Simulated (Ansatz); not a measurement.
# GeCl5: the cost of one run

Computed with Ansatz 0.2.0 (DFT PBE, scalar-relativistic, plane waves, PAW, unless a step's input says otherwise).

**1. The system as given**

Symmetry: P-6m2, No. 187, hexagonal system. Conventional cell: a = 5.118 Å, b = 5.118 Å, c = 7.808 Å, α = 90.00°, β = 90.00°, γ = 120.00°. Ge (site symmetry -6m2) has 2 Cl at 1.90 Å as nearest neighbours. Cl (site symmetry -6m2) has 2 Cl at 2.01 Å as nearest neighbours. Cl (site symmetry -6m2) is surrounded by 3 Cl at 2.95 Å. Cl (site symmetry 3m) is surrounded by 1 Ge at 1.90 Å and 1 Cl at 2.01 Å. Cl (site symmetry -6m2) has 3 Ge at 2.95 Å as nearest neighbours.

As a file:

```xyz
6
Lattice="5.1179 0.0000 0.0000 -2.5590 4.4323 0.0000 0.0000 0.0000 7.8077" Properties=species:S:1:pos:R:3 pbc="T T T"
Ge    0.0000    0.0000    0.0000
Cl    0.0000    0.0000    3.9038
Cl    0.0000    2.9548    3.9038
Cl    0.0000    0.0000    5.9098
Cl    0.0000    0.0000    1.8979
Cl    0.0000    2.9548    0.0000
```

Recipe of the guess: random cell by space group and Wyckoff sites (P-6m2, No. 187). Its size is a rough estimate.

**2. A first look at the guess**

Input file input.yaml:

```yaml
crystal:
  lattice:
    - [5.11793619, 0.0, 0.0]
    - [-2.5589681, 4.43226276, 0.0]
    - [0.0, 0.0, 7.80769074]
  atoms:
    - { symbol: Ge, position: [0.0, 0.0, 0.0] }
    - { symbol: Cl, position: [0.0, 0.0, 0.5] }
    - { symbol: Cl, position: [0.33333333, 0.66666667, 0.5] }
    - { symbol: Cl, position: [0.0, 0.0, 0.75691467] }
    - { symbol: Cl, position: [0.0, 0.0, 0.24308533] }
    - { symbol: Cl, position: [0.33333333, 0.66666667, 0.0] }
basis:
  ecutwfc: 420
kpoints:
  mp_grid: { grid: [6, 6, 2] }
hamiltonian:
  xc: pbe
scf:
  occupations: { method: gaussian, width: 0.1 }
  lower_state_search: "off"
output:
  forces: true
  stress: true
  eigenvalues: true
```

Run with:

```sh
> ansatz run input.yaml --threads 1 --pin off --max-ram 2560MiB --backend cpu --events-out ev --progress --plain --runs-dir out
```

**Question.** How long does this run take on 1 thread of AMD EPYC 7B13 (Zen 3), shared host, and how much memory does it need?

About 5.6 s, with a peak of 0.43 GiB.
